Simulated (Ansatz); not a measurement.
# C2H5ClGe: geometry optimisation from a Python script

Aim: a geometry optimisation, for C2H5ClGe, run from a script. SMILES: C=[CH][GeH2][Cl].

Computed with Ansatz 0.2.0, driven from Python. Level of theory: Hartree-Fock/def2-SVP.

### 1 Starting point

Bond lengths: C1–C2 1.270 Å, C2–Ge3 1.924 Å, Ge3–Cl4 2.064 Å, C1–H5 1.111 Å, C1–H6 1.136 Å, C2–H7 1.109 Å, Ge3–H8 1.582 Å, Ge3–H9 1.604 Å. Angles: C1–C2–Ge3 120.9°, C1–C2–H7 119.1°, Ge3–C2–H7 120.0°, C2–C1–H5 123.6°, C2–C1–H6 123.0°, H5–C1–H6 113.3°, C2–Ge3–Cl4 110.1°, C2–Ge3–H8 107.0°, C2–Ge3–H9 108.7°, Cl4–Ge3–H8 111.1°, Cl4–Ge3–H9 111.9°, H8–Ge3–H9 107.8°.

No structure file is read: the coordinates are typed or built in the script.

### 2 The script

File opt_c2h5clge.py:

```python
import ansatz
import numpy as np
import pandas as pd

GEOMETRY = """
C     0.05540    1.37890   -0.62580
C     0.61460    0.25120   -0.45710
Ge   -0.18230   -1.08790    0.67200
Cl   -2.02290   -1.64470   -0.07650
H     0.45200    2.16710   -1.30170
H    -0.93600    1.65610   -0.14640
H     1.58740    0.05310   -0.95070
H     0.81460   -2.31540    0.70660
H    -0.29430   -0.50460    2.16250
"""

mol = ansatz.Crystal.molecule()
for line in GEOMETRY.strip().splitlines():
    symbol, *xyz = line.split()
    mol = mol.atom(symbol, [float(v) for v in xyz])

job = mol.calculation()
job = job.basis(gaussian="def2-SVP").functional("HF")
symbols = [site.symbol for site in mol.cartesian_sites]
start = np.array([site.position_ang for site in mol.cartesian_sites], dtype=float)
def progress(event):
    if event["event"] == "relax_step":
        row = event["data"]
        print(f"step {row['step']:3d}  E = {row['lagrangian_ev']:.6f} eV  largest force component {row['allowed_force_max_ev_ang']:.4f} eV/A")


report = job.relax(force_tolerance=0.005, max_steps=100).session().plan().execute(on_event=progress).report
end = np.array(report["positions_ang"])

for key in ("converged", "free_energy_ev", "reference_energy_ev", "n_frozen", "n_occupied", "n_virtual"):
    print(f"{key:22s} {report[key]}")

print("final positions (A) and the move of each atom")
for symbol, xyz, old in zip(symbols, end, start):
    print(f"{symbol:2s} {xyz[0]:10.5f} {xyz[1]:10.5f} {xyz[2]:10.5f}   {np.linalg.norm(xyz - old):7.4f}")

charges = report["charge_distribution"]
table = pd.DataFrame({"atom": symbols, "mulliken": charges["mulliken_charges_e"], "lowdin": charges["lowdin_charges_e"]})
print(table.round(3).to_string())
print("dipole (e A):", np.round(charges["dipole_moment_e_ang"], 4) + 0.0)
```

### 3 Launch

Command:

```
> python opt_c2h5clge.py
```

**Question.** What results will this script give? Wanted: total energy; dipole moment; moves of the relaxation; energy gained; last largest force component.

The runs gave:

```
                    quantity           value
                total energy  -71105.1717 eV
               dipole moment          2.40 D
     moves of the relaxation              15
               energy gained        0.506 eV
last largest force component     0.0024 eV/Å
```

In words: The relaxation took 15 moves; the largest shift is 0.970 Å, of atom 7 (H). So large a move can change the bonding: the results belong to the relaxed structure. Reading the output:
- The end point is the stationary point reached from this start; no frequency run checks that it is a minimum, and the basis set is modest.
- The Löwdin charges here are taken after orthogonalising the functions within each atom; they differ from plain Löwdin charges, and their signs can be unphysical.
